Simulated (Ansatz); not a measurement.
# Al₂Si₂H₆: basis-set convergence

One table from this session's results is given with a row withheld; the runs are named, their logs left out.

Program: Ansatz 0.2.0, Gaussian basis. Level of theory: one geometry, several basis sets. These are calculated values, not measurements.

The runs, in order: PBE0-D4/def2-SVP; ωB97M-V/def2-SVP; PBE0-D4/def2-QZVPP; ωB97M-V/def2-QZVPP; the functionals' def2-TZVPP values are taken from earlier runs.

## The geometry

An earlier PBE0-D4 in a triple-zeta def2 set relaxation fixed the geometry.

SMILES `[SiH3][Al]1[AlH][SiH2]1`, 10 atoms, charge 0, spin multiplicity 1.

Atoms are counted from 1 here; the program's logs count them from 0.

Bond lengths: Si1–Al2 2.460 Å, Si1–H5 1.491 Å, Si1–H6 1.491 Å, Si1–H7 1.490 Å, Al2–Al3 2.479 Å, Al2–Si4 2.439 Å, Al3–Si4 2.343 Å, Al3–H8 1.585 Å, Si4–H9 1.581 Å, Si4–H10 1.499 Å. Angles: Al2–Si1–H5 110.3°, Al2–Si1–H6 111.0°, Al2–Si1–H7 111.8°, H5–Si1–H6 107.6°, H5–Si1–H7 108.0°, H6–Si1–H7 108.1°, Si1–Al2–Al3 164.4°, Si1–Al2–Si4 136.1°, Al3–Al2–Si4 56.9°, Al2–Al3–Si4 60.7°, Al2–Al3–H8 149.8°, Si4–Al3–H8 135.8°, Al2–Si4–Al3 62.4°, Al2–Si4–H9 50.3°, Al2–Si4–H10 139.6°, Al3–Si4–H9 92.7°, Al3–Si4–H10 157.2°, H9–Si4–H10 100.3°.

The first run:

The input, in.yaml:

```yaml
crystal:
  periodic: [false, false, false]
  atoms:
    - {symbol: Si, position_ang: [-1.426522, 1.264608, -1.412124]}
    - {symbol: Al, position_ang: [-0.140146, -0.429826, -0.177045]}
    - {symbol: Al, position_ang: [0.541990, -2.376000, 1.198868]}
    - {symbol: Si, position_ang: [1.875476, -0.449268, 1.195483]}
    - {symbol: H, position_ang: [-1.958551, 0.687172, -2.679246]}
    - {symbol: H, position_ang: [-2.589660, 1.742297, -0.611543]}
    - {symbol: H, position_ang: [-0.589818, 2.446672, -1.761473]}
    - {symbol: H, position_ang: [0.798272, -3.933744, 1.336526]}
    - {symbol: H, position_ang: [0.619901, 0.509798, 1.257187]}
    - {symbol: H, position_ang: [2.952157, 0.487091, 1.656368]}
basis:
  gaussian: {orbitals: def2-SVP}
hamiltonian: {xc: pbe0, dispersion: d4}
output: {orbitals: {seedname: orbitals}}
```

Among the steps run: PBE0-D4 in def2-SVP; ωB97M-V in def2-SVP; PBE0-D4 in def2-QZVPP; ωB97M-V in def2-QZVPP.

One of the session's tables, all rows but one given; the rest of the session is left out.

It belongs to the step «Density functionals: the series». 

```
functional       basis  HOMO (eV)  LUMO (eV)
   PBE0-D4    def2-SVP      -6.22      -1.88
   PBE0-D4  def2-TZVPP          ?          ?
   PBE0-D4  def2-QZVPP      -6.17      -1.89
   ωB97M-V    def2-SVP      -7.92      -0.15
   ωB97M-V  def2-TZVPP      -7.91      -0.21
   ωB97M-V  def2-QZVPP      -7.92      -0.29
```

Estimate the missing values for PBE0-D4, def2-TZVPP.

As computed: HOMO (eV): -6.17; LUMO (eV): -1.88.
